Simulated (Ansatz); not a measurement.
**CH10BNSi2: one species, many methods**

How much do the methods differ for CH10BNSi2? The plan is to run it at one geometry with functionals of several rungs and with coupled cluster. The yardstick is the atomisation energy at the CCSD(T) limit.

Method: functionals in def2-TZVPP, the program's frozen cores in correlated methods; program: Ansatz 0.2.0, Gaussian basis.

The runs, in order: PBE-D4, r2SCAN-D4, PBE0-D4, B3LYP-D4, ωB97X-V, ωB97M-V, B2PLYP; CCSD(T)/def2-TZVPP; MP2/def2-QZVPP; extrapolation to the limit.

## Step 1: The relaxed structure

All runs share one geometry, relaxed beforehand with PBE0-D4 in a triple-zeta def2 set.

SMILES `CB(N)[SiH2][SiH3]`, 15 atoms, charge 0, spin multiplicity 1.

Atoms are counted from 1 here; the program's logs count them from 0.

Bond lengths: C1–B2 1.572 Å, C1–H6 1.095 Å, C1–H7 1.096 Å, C1–H8 1.095 Å, B2–N3 1.392 Å, B2–Si4 2.027 Å, N3–H9 1.006 Å, N3–H10 1.009 Å, Si4–Si5 2.341 Å, Si4–H11 1.493 Å, Si4–H12 1.496 Å, Si5–H13 1.490 Å, Si5–H14 1.489 Å, Si5–H15 1.490 Å. Angles: B2–C1–H6 113.7°, B2–C1–H7 110.8°, B2–C1–H8 110.8°, H6–C1–H7 107.8°, H6–C1–H8 107.9°, H7–C1–H8 105.5°, C1–B2–N3 120.7°, C1–B2–Si4 121.0°, N3–B2–Si4 118.3°, B2–N3–H9 123.9°, B2–N3–H10 122.6°, H9–N3–H10 113.5°, B2–Si4–Si5 110.1°, B2–Si4–H11 111.9°, B2–Si4–H12 112.6°, Si5–Si4–H11 107.1°, Si5–Si4–H12 107.7°, H11–Si4–H12 107.2° and more.

As a file:

```mol
CH10BNSi2
  3D, bonds by distance, orders not assigned

 15 14  0  0  0  0  0  0  0  0999 V2000
   -1.9318   -0.2040   -0.5476 C   0  0
   -0.4689   -0.7785   -0.5773 B   0  0
   -0.0005   -1.4693   -1.6910 N   0  0
    0.7984   -0.4875    0.9781 Si  0  0
    1.3820    1.7750    1.1259 Si  0  0
   -2.5071   -0.4192   -1.4539 H   0  0
   -1.9196    0.8827   -0.4085 H   0  0
   -2.4885   -0.6022    0.3072 H   0  0
    0.9236   -1.8601   -1.7607 H   0  0
   -0.5665   -1.6280   -2.5105 H   0  0
    0.1776   -0.8672    2.2821 H   0  0
    2.0632   -1.2748    0.8431 H   0  0
    0.1587    2.6124    1.2767 H   0  0
    2.2780    2.0567    2.2814 H   0  0
    2.0796    2.2133   -0.1156 H   0  0
  1  2  8  0
  2  3  8  0
  2  4  8  0
  4  5  8  0
  1  6  8  0
  1  7  8  0
  1  8  8  0
  3  9  8  0
  3 10  8  0
  4 11  8  0
  4 12  8  0
  5 13  8  0
  5 14  8  0
  5 15  8  0
M  END
```

## Step 2: PBE-D4 (GGA)

in.yaml

```yaml
crystal:
  periodic: [false, false, false]
  atoms:
    - {symbol: C, position_ang: [-1.931758, -0.203959, -0.547568]}
    - {symbol: B, position_ang: [-0.468941, -0.778541, -0.577328]}
    - {symbol: N, position_ang: [-0.000517, -1.469275, -1.690986]}
    - {symbol: Si, position_ang: [0.798431, -0.487489, 0.978136]}
    - {symbol: Si, position_ang: [1.382032, 1.774992, 1.125928]}
    - {symbol: H, position_ang: [-2.507050, -0.419165, -1.453910]}
    - {symbol: H, position_ang: [-1.919564, 0.882668, -0.408485]}
    - {symbol: H, position_ang: [-2.488539, -0.602245, 0.307231]}
    - {symbol: H, position_ang: [0.923599, -1.860097, -1.760709]}
    - {symbol: H, position_ang: [-0.566544, -1.628040, -2.510512]}
    - {symbol: H, position_ang: [0.177580, -0.867172, 2.282132]}
    - {symbol: H, position_ang: [2.063160, -1.274798, 0.843075]}
    - {symbol: H, position_ang: [0.158657, 2.612417, 1.276702]}
    - {symbol: H, position_ang: [2.278036, 2.056747, 2.281366]}
    - {symbol: H, position_ang: [2.079619, 2.213255, -0.115571]}
basis:
  gaussian: {orbitals: def2-TZVPP}
hamiltonian: {xc: pbe, dispersion: d4}
output: {forces: true, orbitals: {seedname: orbitals}}
```

Command:

```
> ansatz run in.yaml --threads 4 --pin off --events-out ev --progress --plain --max-ram 10444MiB
```

The runs that follow: r2SCAN-D4 (meta-GGA); PBE0-D4 (hybrid); B3LYP-D4 (hybrid); ωB97X-V (range-separated); ωB97M-V (range-separated); B2PLYP (double hybrid); CCSD(T) in def2-TZVPP; MP2 in def2-QZVPP.

Before running them: what should the planned runs give, taken together? Wanted: atomisation energy, CCSD(T)/CBS; farthest; mean size of error, hybrid; mean size of error, range-separated; gap, smallest and largest; T1 diagnostic; triples share of the correlation energy.

The runs gave:

| quantity | value |
| --- | --- |
| atomisation energy, CCSD(T)/CBS | 5126.2 kJ/mol |
| functionals within 25.6 kJ/mol (0.5 %) | r2SCAN-D4, PBE0-D4, ωB97M-V |
| farthest | B2PLYP (-48.1 kJ/mol) |
| mean size of error, hybrid | 16.1 kJ/mol |
| mean size of error, range-separated | 31.6 kJ/mol |
| gap, smallest and largest | 5.07 eV (PBE-D4), 11.44 eV (ωB97X-V) |
| T1 diagnostic | 0.0131 |
| triples share of the correlation energy | 3.7 % |

In words: PBE-D4 is off by +45.8 kJ/mol. Double hybrids carry the basis error of their MP2 part in triple zeta, and no dispersion term here, so their miss is partly the set-up's. Misses under about 25.6 kJ/mol are within the doubt on the reference itself, which lacks core-valence correlation, relativity and higher excitations. Hartree-Fock recovers 75 % of the binding; the rest is correlation. Orbital gaps span 5.1 to 11.4 eV; exact exchange widens them.
